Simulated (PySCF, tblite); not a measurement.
# C2H8F3NSi2: dynamics, then NMR shifts on frames, part 2 of 2

tblite 0.8.0 and PySCF 2.14.0. Atoms count from 0.

## 5. Nuclear shieldings: 625 fs, PBE0/pcSseg-1

What the job is given:

```
{"job": {"kind": "nmr", "xc": "PBE0", "basis": "pcSseg-1", "pop": false}, "charge": 0, "multiplicity": 1}
F      2.391700    -0.446300     1.733200
C      1.349700    -0.633200     0.923200
F      1.758400    -0.204100    -0.317400
F      1.343200    -1.975100     0.873600
C      0.164900     0.034900     1.550400
N     -1.009000    -0.376300     0.934700
Si    -1.680600     0.681200    -0.252200
Si    -4.038700     0.452400    -0.285600
H      0.299700    -0.292600     2.584100
H      0.285000     1.075400     1.607300
H     -1.006400    -1.356200     0.744100
H     -0.905500     0.605500    -1.554700
H     -1.438600     1.962300     0.414600
H     -4.956100     0.278600    -1.434500
H     -4.193300     1.801900     0.457400
H     -4.438400    -0.508700     0.887700
```

With the program's defaults for keys left out, this is: GIAO PBE0/pcSseg-1 NMR shielding, non-relativistic, gas phase.

Standard output:

```text
coarse grid: 14704 points
cycle   1  E = -1013.3298589629  dE =  9.626e-01  |g| = 9.202e-01  |ddm| = 3.489e+00
cycle   2  E = -1013.1821223507  dE =  1.477e-01  |g| = 1.366e+00  |ddm| = 1.191e+00
cycle   3  E = -1013.4746647826  dE = -2.925e-01  |g| = 5.085e-02  |ddm| = 7.081e-01
cycle   4  E = -1013.4749729218  dE = -3.081e-04  |g| = 3.285e-02  |ddm| = 6.249e-02
cycle   5  E = -1013.4751744018  dE = -2.015e-04  |g| = 7.661e-03  |ddm| = 2.800e-02
cycle   6  E = -1013.4751832626  dE = -8.861e-06  |g| = 2.485e-03  |ddm| = 6.577e-03
final grid: 135048 points
cycle   7  E = -1013.5365087388  dE = -3.824e-05  |g| = 8.952e-03  |ddm| = 2.367e-02
cycle   8  E = -1013.5364927665  dE =  1.597e-05  |g| = 1.311e-02  |ddm| = 1.630e-02
cycle   9  E = -1013.5365240051  dE = -3.124e-05  |g| = 6.063e-04  |ddm| = 9.443e-03
cycle  10  E = -1013.5365240691  dE = -6.400e-08  |g| = 1.692e-04  |ddm| = 7.034e-04
cycle  11  E = -1013.5365240741  dE = -5.094e-09  |g| = 6.386e-05  |ddm| = 1.659e-04
cycle  12  E = -1013.5365240747  dE = -5.398e-10  |g| = 1.947e-05  |ddm| = 4.160e-05
converged SCF energy = -1013.5365240747

GIAO shielding tensors (ppm)
atom      isotropic    diamagn.    paramagn.     s11        s22        s33       span
  0 F      246.799     470.190    -223.391    156.450    250.966    332.981    176.531
  1 C       51.088     238.256    -187.168     38.070     53.622     61.572     23.502
  2 F      249.031     477.180    -228.150    152.270    233.210    361.612    209.342
  3 F      256.279     474.198    -217.919    162.308    252.238    354.291    191.983
  4 C      137.357     246.172    -108.815    116.778    128.786    166.508     49.729
  5 N      263.035     326.861     -63.826    223.448    259.707    305.949     82.501
  6 Si     373.739     881.404    -507.664    311.339    365.570    444.308    132.969
  7 Si     462.159     878.877    -416.718    416.408    463.672    506.397     89.989
  8 H       28.206      27.850       0.356     22.686     28.133     33.801     11.115
  9 H       29.083      31.633      -2.550     25.390     29.518     32.341      6.951
 10 H       32.306      35.247      -2.941     22.619     32.479     41.821     19.202
 11 H       25.706      29.850      -4.145     21.133     25.822     30.162      9.029
 12 H       26.995      31.598      -4.603     23.468     26.753     30.765      7.297
 13 H       27.755      27.650       0.105     24.469     25.037     33.760      9.291
 14 H       26.624      26.703      -0.079     22.808     25.896     31.167      8.359
 15 H       26.804      27.032      -0.228     23.441     25.833     31.139      7.698
```

It took 24 s on 1 thread of Arm Neoverse V1, shared host; peak memory 0.87 GiB.

In short: δ C1 135.8, C4 49.6, F0 -75.9, F2 -78.1, H11 6.01, H14 5.09 ppm.

## 6. Shielding tensors: 800 fs, PBE0/pcSseg-1

What the job is given:

```
{"job": {"kind": "nmr", "xc": "PBE0", "basis": "pcSseg-1", "pop": false}, "charge": 0, "multiplicity": 1}
F      2.691400    -0.969700     1.868400
C      1.426400    -0.751900     1.259800
F      1.673300     0.413100     0.644800
F      1.128600    -1.542700     0.250500
C      0.192600    -0.629300     2.282800
N     -0.920000    -0.366000     1.486500
Si    -1.269100     1.066600     0.567400
Si    -3.403800     0.466800     0.372400
H      0.166100    -1.521500     3.029900
H      0.566500     0.287100     2.855200
H     -1.387200    -1.143100     1.030900
H     -0.353000     1.623000    -0.379700
H     -1.274700     1.739800     1.785000
H     -3.413400    -0.858800    -0.285900
H     -4.445300     1.295700    -0.077700
H     -4.062700     0.058800     1.674800
```

Method: GIAO PBE0/pcSseg-1 NMR shielding, non-relativistic, gas phase.

Standard output:

```text
coarse grid: 14704 points
cycle   1  E = -1013.2867021268  dE =  9.606e-01  |g| = 9.269e-01  |ddm| = 3.517e+00
cycle   2  E = -1013.1048617436  dE =  1.818e-01  |g| = 1.440e+00  |ddm| = 1.303e+00
cycle   3  E = -1013.4378147428  dE = -3.330e-01  |g| = 5.507e-02  |ddm| = 7.865e-01
cycle   4  E = -1013.4381209137  dE = -3.062e-04  |g| = 4.246e-02  |ddm| = 7.305e-02
cycle   5  E = -1013.4383876610  dE = -2.667e-04  |g| = 9.027e-03  |ddm| = 2.818e-02
cycle   6  E = -1013.4384010460  dE = -1.338e-05  |g| = 2.156e-03  |ddm| = 9.773e-03
cycle   7  E = -1013.4384020694  dE = -1.023e-06  |g| = 5.568e-04  |ddm| = 2.705e-03
final grid: 135048 points
cycle   8  E = -1013.4997109541  dE = -4.150e-05  |g| = 6.503e-03  |ddm| = 2.492e-02
cycle   9  E = -1013.4997010523  dE =  9.902e-06  |g| = 9.940e-03  |ddm| = 1.357e-02
cycle  10  E = -1013.4997194395  dE = -1.839e-05  |g| = 5.298e-04  |ddm| = 7.759e-03
cycle  11  E = -1013.4997194788  dE = -3.927e-08  |g| = 2.909e-04  |ddm| = 6.117e-04
cycle  12  E = -1013.4997194934  dE = -1.459e-08  |g| = 7.324e-05  |ddm| = 2.095e-04
cycle  13  E = -1013.4997194942  dE = -7.583e-10  |g| = 1.819e-05  |ddm| = 6.455e-05
converged SCF energy = -1013.4997194942

GIAO shielding tensors (ppm)
atom      isotropic    diamagn.    paramagn.     s11        s22        s33       span
  0 F      224.496     471.207    -246.711    102.407    208.046    363.035    260.627
  1 C       41.826     241.942    -200.116     24.818     37.302     63.357     38.539
  2 F      237.914     478.362    -240.449    167.007    222.790    323.944    156.937
  3 F      266.680     478.228    -211.548    191.419    278.873    329.747    138.328
  4 C      123.335     246.688    -123.353    101.567    121.688    146.750     45.183
  5 N      242.375     330.796     -88.421    220.485    239.950    266.690     46.205
  6 Si     415.050     881.292    -466.242    342.567    411.425    491.158    148.590
  7 Si     466.108     880.145    -414.037    415.897    447.978    534.448    118.551
  8 H       26.227      25.125       1.101     21.844     24.915     31.920     10.076
  9 H       27.156      27.771      -0.615     23.558     26.725     31.184      7.626
 10 H       31.071      36.553      -5.482     21.657     31.365     40.192     18.535
 11 H       27.165      29.874      -2.709     22.146     26.854     32.495     10.349
 12 H       27.453      30.742      -3.289     23.882     25.827     32.651      8.769
 13 H       28.295      29.558      -1.263     24.820     26.833     33.233      8.413
 14 H       28.928      29.182      -0.254     24.907     25.824     36.054     11.147
 15 H       27.379      28.239      -0.861     23.715     26.080     32.341      8.626
```

Wall time 25 s (1 thread of Arm Neoverse V1, shared host); peak memory 0.87 GiB.

In short: δ C1 145.1, C4 63.6, F0 -53.6, F2 -67.0, H8 5.49, H9 4.56 ppm.

## 7. NMR shieldings: 1000 fs, PBE0/pcSseg-1

What the job is given:

```
{"job": {"kind": "nmr", "xc": "PBE0", "basis": "pcSseg-1", "pop": false}, "charge": 0, "multiplicity": 1}
F      2.854700    -1.094600     1.811400
C      1.801500    -0.627000     1.020400
F      2.093600     0.635200     0.849300
F      1.828400    -1.160700    -0.228900
C      0.357800    -0.707900     1.752900
N     -0.641700    -0.041600     0.966500
Si    -1.009000     1.675400     0.891100
Si    -3.167000     2.266800     1.261200
H      0.011400    -1.810200     1.778900
H      0.773000    -0.464200     2.660100
H     -1.052800    -0.336500     0.095700
H     -0.956000     1.928600    -0.629400
H      0.039200     2.265800     1.732400
H     -4.067800     1.591300     0.307600
H     -3.395600     3.724700     1.042800
H     -4.049500     2.020400     2.649700
```

Method: GIAO PBE0/pcSseg-1 NMR shielding, non-relativistic, gas phase.

Standard output:

```text
coarse grid: 14704 points
cycle   1  E = -1013.3007971640  dE =  7.524e-01  |g| = 9.095e-01  |ddm| = 3.464e+00
cycle   2  E = -1013.1307808759  dE =  1.700e-01  |g| = 1.403e+00  |ddm| = 1.155e+00
cycle   3  E = -1013.4440377110  dE = -3.133e-01  |g| = 4.715e-02  |ddm| = 7.176e-01
cycle   4  E = -1013.4442981365  dE = -2.604e-04  |g| = 3.415e-02  |ddm| = 6.785e-02
cycle   5  E = -1013.4445024991  dE = -2.044e-04  |g| = 7.877e-03  |ddm| = 2.709e-02
cycle   6  E = -1013.4445113477  dE = -8.849e-06  |g| = 1.917e-03  |ddm| = 6.120e-03
final grid: 135048 points
cycle   7  E = -1013.5080261661  dE = -4.006e-05  |g| = 7.514e-03  |ddm| = 2.005e-02
cycle   8  E = -1013.5080150469  dE =  1.112e-05  |g| = 1.107e-02  |ddm| = 1.424e-02
cycle   9  E = -1013.5080368826  dE = -2.184e-05  |g| = 6.772e-04  |ddm| = 8.076e-03
cycle  10  E = -1013.5080369611  dE = -7.848e-08  |g| = 2.297e-04  |ddm| = 7.857e-04
cycle  11  E = -1013.5080369708  dE = -9.727e-09  |g| = 8.862e-05  |ddm| = 2.035e-04
cycle  12  E = -1013.5080369719  dE = -1.108e-09  |g| = 1.690e-05  |ddm| = 6.252e-05
cycle  13  E = -1013.5080369720  dE = -6.162e-11  |g| = 3.764e-06  |ddm| = 1.884e-05
converged SCF energy = -1013.5080369720

GIAO shielding tensors (ppm)
atom      isotropic    diamagn.    paramagn.     s11        s22        s33       span
  0 F      240.342     470.557    -230.215    134.161    224.248    362.618    228.456
  1 C       43.936     246.752    -202.816     37.228     40.855     53.725     16.497
  2 F      262.584     476.671    -214.087    193.871    274.199    319.681    125.810
  3 F      253.404     477.862    -224.458    166.816    249.204    344.192    177.376
  4 C      130.391     242.561    -112.170     99.872    133.556    157.745     57.873
  5 N      263.965     326.991     -63.026    226.220    252.835    312.840     86.621
  6 Si     374.057     880.732    -506.674    289.049    364.943    468.180    179.131
  7 Si     463.307     877.421    -414.114    435.338    468.597    485.984     50.646
  8 H       26.442      26.325       0.117     20.724     25.826     32.775     12.051
  9 H       29.231      29.338      -0.106     24.377     30.567     32.750      8.373
 10 H       31.024      37.264      -6.240     21.006     30.384     41.682     20.676
 11 H       25.375      30.360      -4.985     20.692     26.083     29.349      8.656
 12 H       26.277      29.526      -3.249     21.528     27.486     29.817      8.289
 13 H       27.990      28.121      -0.131     24.825     26.243     32.901      8.077
 14 H       27.968      26.437       1.531     24.778     25.635     33.493      8.715
 15 H       25.818      24.380       1.438     23.072     23.772     30.608      7.536
```

It took 26 s on 1 thread of Arm Neoverse V1, shared host; peak memory 0.91 GiB.

This run: δ C1 143.0, C4 56.5, F0 -69.4, F3 -82.5, H11 6.34, H15 5.90 ppm.

## 8. Side by side: NMR shifts

Shifts (ppm) of some atoms, chosen among heavy atoms and hydrogens apart, with basis size and wall time:

```tsv
frame	H15	H10	F0	F3	F2	N5	Si6	functions	time
250 fs	4.02	-1.16	-55.2	-71.2	-92.5	3.4	-55.8	190	25 s
425 fs	3.36	-3.03	-41.4	-88.4	-63.0	-1.3	-38.9	190	25 s
625 fs	4.91	-0.59	-75.9	-85.3	-78.1	4.7	-24.6	190	24 s
800 fs	4.34	0.65	-53.6	-95.7	-67.0	25.4	-65.9	190	25 s
1000 fs	5.90	0.69	-69.4	-82.5	-91.6	3.8	-24.9	190	26 s
```

## 9. Results

The summary covers parts 1 to 2.

| quantity | value |
| --- | --- |
| thermostat | 600 K |
| mean temperature, second half | 628 K |
| mean potential energy above the minimum | 1.14 eV |
| 13C shifts against TMS (PBE0/pcSseg-1, 250 fs) | 138.9, 66.0 ppm |
| 1H shifts against TMS (PBE0/pcSseg-1, 250 fs) | 5.38, 4.78, 4.42, 4.22, 4.02, 3.87, 3.70, -1.16 ppm |
| 19F shifts against CFCl3 (PBE0/pcSseg-1, 250 fs) | -55.2, -71.2, -92.5 ppm |
| 15N shifts against NH3 (PBE0/pcSseg-1, 250 fs) | 3.4 ppm |
| 29Si shifts against TMS (PBE0/pcSseg-1, 250 fs) | -55.8, -121.7 ppm |
| range of the shift of Si6 | -65.9 to -24.6 ppm |

What this shows: In the second half the potential energy averages 1.14 eV above the minimum; equipartition over 42 harmonic modes at 600 K would give 1.09 eV. With 16 atoms the temperature swings widely (331 to 918 K). Shifts at one fixed geometry are not the observed spectrum, which averages over the motion. In the first frame run (250 fs): The widest tensor belongs to F0: span 238 ppm, with a paramagnetic part of -245 ppm. Across the 5 runs the shift of Si6 moves most, between -65.9 (800 fs) and -24.6 ppm (625 fs).
